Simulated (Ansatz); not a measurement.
Runs of Ansatz 0.2.0 on B2P. It takes space group R-3m (No. 166, trigonal). The conventional cell has a = 3.030 Å, b = 3.030 Å, c = 11.775 Å, α = 90.00°, β = 90.00°, γ = 120.00°. Around B (site symmetry 3m) lie 1 B at 1.66 Å. P (site symmetry -3m) is surrounded by 6 B at 2.08 Å. The cell was built by a generator and needn't be a form met in nature.

```tsv
task	level	cell	points for each segment of the path	gap on the mesh (eV)	pressure (GPa)	largest force (eV/Å)
band structure	BLYP	as given	14	none	6.0	(c)
relaxation of the atoms	PBE	atoms relaxed	-	none	-0.2	-
band structure	RPBE	as given	14	none	2.4	0.04
band structure	PBEsol	as given	14	none	(b)	0.05
band structure	PBE	as given	14	none	-0.2	(a)
band structure	revPBE	as given	14	none	1.8	0.05
band structure	LDA	as given	14	none	-6.2	0.12
```

Alike in all rows: potentials or basis Ansatz PAW; no spin polarisation; k mesh 10 × 10 × 10; cutoff (eV) 420; smearing fermi-dirac 0.05 eV.

Task: Fill in the values left out.

Result: (a) 0.09; (b) -3.2; (c) 0.32.

Caveats: the PAW data sets come from PBE, with cores solved anew for the run's functional, which leaves a small shift of forces and pressure (some runs); the thresholds are loose for stress (some runs).

A gap of «none» marks a metal or a gap under the smearing width.
